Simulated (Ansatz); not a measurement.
# CH₄SSe (SMILES CS[SeH]): single points off equilibrium

The task here is to estimate one member of a computed series from the others.

Program: Ansatz 0.2.0, Gaussian basis. Level of theory: single points in def2-TZVPP. These are calculated values, not measurements.

Cores are frozen in the correlated methods. Filled d shells of the heavier atoms are correlated.

## Where the work starts

SMILES `CS[SeH]`, 7 atoms, charge 0, spin multiplicity 1.

Atoms are counted from 1 here; the program's logs count them from 0.

Bond lengths: C1–S2 1.831 Å, C1–H4 1.099 Å, C1–H5 1.073 Å, C1–H6 1.068 Å, S2–Se3 2.225 Å, Se3–H7 1.502 Å. Angles: S2–C1–H4 107.3°, S2–C1–H5 112.5°, S2–C1–H6 107.6°, H4–C1–H5 110.4°, H4–C1–H6 113.7°, H5–C1–H6 105.4°, C1–S2–Se3 102.4°, S2–Se3–H7 95.4°.

Coordinates:

```
C    -0.5838    0.7812   -0.3111
S    -0.5174   -0.4582    1.0347
Se    0.8314   -2.0120    0.1873
H    -0.8792    0.2522   -1.2277
H     0.3533    1.2833   -0.4537
H    -1.2713    1.5430   -0.0147
H     2.1025   -1.3729    0.6686
```

Set-up of the first run:

run/in.yaml reads:

```yaml
crystal:
  periodic: [false, false, false]
  atoms:
    - {symbol: C, position_ang: [-0.583800, 0.781200, -0.311100]}
    - {symbol: S, position_ang: [-0.517400, -0.458200, 1.034700]}
    - {symbol: Se, position_ang: [0.831400, -2.012000, 0.187300]}
    - {symbol: H, position_ang: [-0.879200, 0.252200, -1.227700]}
    - {symbol: H, position_ang: [0.353300, 1.283300, -0.453700]}
    - {symbol: H, position_ang: [-1.271300, 1.543000, -0.014700]}
    - {symbol: H, position_ang: [2.102500, -1.372900, 0.668600]}
basis:
  gaussian: {orbitals: def2-TZVPP}
correlation: {method: ccsd_t}
output: {forces: true}
```

The command line of these runs was not kept.

Steps of the session up to this table: CCSD(T)/def2-TZVPP; PBE0-D4/def2-TZVPP; wB97M-V/def2-TZVPP; r2SCAN-D4/def2-TZVPP; PBE-D4/def2-TZVPP; r2SCANh-D4/def2-TZVPP; LC-wPBE/def2-TZVPP.

One of the session's tables, all rows but one given; the rest of the session is left out.

| method | RMS force component (eV/Å) | angle to CCSD(T) forces (°) | dipole (D) |
| --- | --- | --- | --- |
| CCSD(T) | 0.444 | reference | 1.60 |
| PBE0-D4 | ? | ? | ? |
| wB97M-V | 0.465 | 9.3 | 1.61 |
| r2SCAN-D4 | 0.440 | 7.9 | 1.70 |
| PBE-D4 | 0.442 | 22.0 | 1.60 |
| r2SCANh-D4 | 0.458 | 10.3 | 1.71 |
| LC-wPBE | 0.577 | 22.3 | 1.72 |

Estimate the missing values for PBE0-D4.

As computed: RMS force component (eV/Å): 0.475; angle to CCSD(T) forces (°): 13.6; dipole (D): 1.67. In the column «RMS force component (eV/Å)» it lies between wB97M-V (0.465) and LC-wPBE (0.577).
